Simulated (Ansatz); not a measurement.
# Indium, A15 under BLYP: relaxation and energy

The plan for indium in the A15 structure: relax it, then solve it on a dense k-mesh. Spin polarisation is left out. The k-meshes are 5×5×5 for the relaxation; 6×6×6 for the dense run.

Computed with Ansatz 0.2.0 (DFT BLYP, plane waves (420 eV) with PAW, scalar-relativistic; PBE-made PAW files, unless a step says otherwise).

## (1) The system as given

The structure is cubic, space group Pm-3n (No. 223). Conventional cell: a = 5.936 Å, b = 5.936 Å, c = 5.936 Å, α = 90.00°, β = 90.00°, γ = 90.00°. Around In (site symmetry m-3) lie 12 In at 3.32 Å. In (site symmetry -4m2) has 6 In at 2.97 to 3.32 Å as nearest neighbours.

As a file:

```
CELL_PARAMETERS angstrom
5.93588 0.00000 0.00000
0.00000 5.93588 0.00000
0.00000 0.00000 5.93588
ATOMIC_POSITIONS crystal
In 0.00000 0.00000 0.00000
In 0.50000 0.50000 0.50000
In 0.25000 0.00000 0.50000
In 0.75000 0.00000 0.50000
In 0.50000 0.25000 0.00000
In 0.50000 0.75000 0.00000
In 0.00000 0.50000 0.25000
In 0.00000 0.50000 0.75000
```

## (2) Relaxation of the cell

input.yaml reads:

```yaml
crystal:
  lattice:
    - [5.9358781157, 0.0, 0.0]
    - [0.0, 5.9358781157, 0.0]
    - [0.0, 0.0, 5.9358781157]
  atoms:
    - { symbol: In, position: [0.0, 0.0, 0.0] }
    - { symbol: In, position: [0.5, 0.5, 0.5] }
    - { symbol: In, position: [0.25, 0.0, 0.5] }
    - { symbol: In, position: [0.75, 0.0, 0.5] }
    - { symbol: In, position: [0.5, 0.25, 0.0] }
    - { symbol: In, position: [0.5, 0.75, 0.0] }
    - { symbol: In, position: [0.0, 0.5, 0.25] }
    - { symbol: In, position: [0.0, 0.5, 0.75] }
hamiltonian:
  xc: blyp
  pseudopotentials:
    kind: paw
    azcp:
      In: "pseudopotentials/In.paw.azcp"
basis:
  ecutwfc: 420
  fft_grid_basis: typed
kpoints:
  mp_grid: { grid: [5, 5, 5], shift: [0, 0, 0] }
magnetization:
  spin_polarized: false
scf:
  occupations: { method: fermi_dirac, width: 0.1 }
relax:
  max_steps: 60
  f_tol: 0.01
  cell: {}
```

On the command line:

```
> ansatz run input.yaml --threads 4 --pin off --max-ram 8192MiB --backend cpu --events-out ev --progress --plain --runs-dir out
```

The runs that follow: The energy on a finer k-mesh.

What does the calculation give? Wanted: space group; conventional cell; volume; shortest distance; gap on the mesh; relative to body-centred tetragonal.

As calculated:

| quantity | value |
| --- | --- |
| space group (spins left aside) | Pm-3n (No. 223) |
| conventional cell | a = 6.343 Å |
| volume | 31.900 Å³/atom |
| shortest distance | 3.171 Å |
| gap on the mesh | none (levels filled in part) |
| relative to body-centred tetragonal | +24 meV/atom |

**Reading.** The relaxation enlarged the cell by 22.0 % in volume. Against the usual form of indium (body-centred tetragonal, computed apart with the same settings) it stands 24 meV/atom higher. No gap shows: it is a metal or semimetal at this level. The symmetry was held, so the structure may be unstable against distortions that break it.
